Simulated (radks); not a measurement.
# Zn⁴⁺ in [Ar] 3d8: an all-electron calculation

One table from this session's results is given with a row withheld; the runs are named, their logs left out.

Program: radks (a radial shooting solver on a logarithmic mesh, Libxc functionals) version 1. Level of theory: scalar-relativistic Kohn-Sham, exchange-only r2SCAN, spin-polarised, spherical densities, finite nucleus; open shells are filled with parallel spins first. These are calculated values, not measurements, unless marked.

### Starting point

| Quantity | Value |
| --- | --- |
| element | zinc (Z = 30) |
| charge | +4 |
| electrons | 26 |
| configuration | [Ar] 3d8 |
| nuclear rms radius | 3.9283 fm |

The outer shells:

Zn⁴⁺
```
[Ar] core
3d [↑↓][↑↓][↑↓][↑ ][↑ ]
```

The first run:

The run's settings:

```text
Z 30
configuration [Ar] 3d8 4s0 4p0 4d0 4f0
relativity scalar-relativistic
functional r2scan,
spin polarised
nucleus finite rms 3.9283 fm
c 137.035999084
```

One of the session's tables, all rows but one given; the rest of the session is left out.

It belongs to the step «Radial structure». Radial moments (bohr):

| level | <r> | outermost maximum (interpolated) | 90 % within | nodes |
| --- | --- | --- | --- | --- |
| 1s down | 0.05032 | 0.0329 | 0.0899 | 0 |
| 1s up | 0.05032 | 0.0329 | 0.0899 | 0 |
| 2s up | 0.2259 | 0.189 | 0.350 | 1 |
| 2s down | 0.2257 | 0.189 | 0.349 | 1 |
| 2p up | 0.1983 | 0.152 | 0.324 | 0 |
| 2p down | 0.1981 | 0.152 | 0.323 | 0 |
| 3s up | 0.6704 | 0.585 | 1.00 | 2 |
| 3s down | 0.6726 | 0.585 | 1.00 | 2 |
| 3p up | 0.6953 | 0.588 | 1.06 | 1 |
| 3p down | 0.6986 | 0.589 | 1.07 | 1 |
| 3d up | 0.7669 | 0.552 | 1.27 | 0 |
| 3d down | 0.7800 | 0.556 | 1.30 | 0 |
| 4s up | 1.864 | 1.67 | 2.70 | 3 |
| 4s down | ? | ? | ? | ? |
| 4p up | 2.123 | 1.89 | 3.10 | 2 |
| 4p down | 2.159 | 1.92 | 3.15 | 2 |

Q: Estimate the row for 4s down from the others.

**Answer.** <r>: 1.893; outermost maximum (interpolated): 1.70; 90 % within: 2.75; nodes: 3. In the column «<r>» it lies between 4s up (1.864) and 4p up (2.123).

Limits of these values: Open shells are spherical and high-spin; term and fine-structure splittings are not resolved.
